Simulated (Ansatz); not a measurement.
# C2H8AlBOSi: the cost of one run

Method: RKS B3LYP/STO-3G, in Ansatz 0.2.0.

### Step 1. The system as given

Bond lengths: B1–C2 1.549 Å, C2–C3 1.308 Å, C3–O4 1.401 Å, O4–Si5 1.690 Å, Si5–Al6 2.379 Å, B1–H7 1.134 Å, B1–H8 1.221 Å, C2–H9 1.095 Å, C3–H10 1.101 Å, Si5–H11 1.431 Å, Si5–H12 1.460 Å, Al6–H13 1.591 Å, Al6–H14 1.567 Å. Angles (14 of 19 angles, heavy atoms first): B1–C2–C3 120.4°, C2–C3–O4 125.6°, C3–O4–Si5 127.0°, O4–Si5–Al6 107.6°, B1–C2–H9 120.0°, C3–C2–H9 119.6°, C2–B1–H7 124.4°, C2–B1–H8 114.9°, C2–C3–H10 119.5°, O4–C3–H10 114.7°, O4–Si5–H11 109.4°, O4–Si5–H12 111.1°, Al6–Si5–H11 109.5°, Al6–Si5–H12 108.0°.

As a file:

```xyz
14

B    -2.8624    0.6203    0.1930
C    -1.6106    1.3877   -0.2990
C    -0.4837    0.7560   -0.5020
O    -0.2601   -0.6076   -0.2716
Si    1.1796   -1.4569   -0.5191
Al    2.7930   -0.5985    1.0044
H    -2.8910   -0.4946    0.4006
H    -3.8657    1.3034    0.3247
H    -1.6539    2.4734   -0.4373
H     0.4117    1.3259   -0.7963
H     1.6303   -1.2479   -1.8615
H     1.0055   -2.8784   -0.2374
H     2.4873   -0.6770    2.5636
H     4.1071    0.0649    0.4668
```

### Step 2. Relaxing the start

input.yaml

```yaml
crystal:
  periodic: [false, false, false]
  atoms:
    - { symbol: B, position_ang: [-2.8624, 0.6203, 0.193] }
    - { symbol: C, position_ang: [-1.6106, 1.3877, -0.299] }
    - { symbol: C, position_ang: [-0.4837, 0.756, -0.502] }
    - { symbol: O, position_ang: [-0.2601, -0.6076, -0.2716] }
    - { symbol: Si, position_ang: [1.1796, -1.4569, -0.5191] }
    - { symbol: Al, position_ang: [2.793, -0.5985, 1.0044] }
    - { symbol: H, position_ang: [-2.891, -0.4946, 0.4006] }
    - { symbol: H, position_ang: [-3.8657, 1.3034, 0.3247] }
    - { symbol: H, position_ang: [-1.6539, 2.4734, -0.4373] }
    - { symbol: H, position_ang: [0.4117, 1.3259, -0.7963] }
    - { symbol: H, position_ang: [1.6303, -1.2479, -1.8615] }
    - { symbol: H, position_ang: [1.0055, -2.8784, -0.2374] }
    - { symbol: H, position_ang: [2.4873, -0.677, 2.5636] }
    - { symbol: H, position_ang: [4.1071, 0.0649, 0.4668] }
basis:
  gaussian: { orbitals: STO-3G }
hamiltonian:
  xc: b3lyp
relax:
  f_tol: 0.02
  max_steps: 40
output:
  orbitals: {}
```

Launch:

```
$ ansatz run input.yaml --threads 1 --pin off --max-ram 2048MiB --backend cpu --events-out ev --progress --plain --runs-dir out
```

Q: Estimate wall time and peak memory on 1 thread of Arm Neoverse V2, shared host.

About 2 min, with a peak of 0.18 GiB.
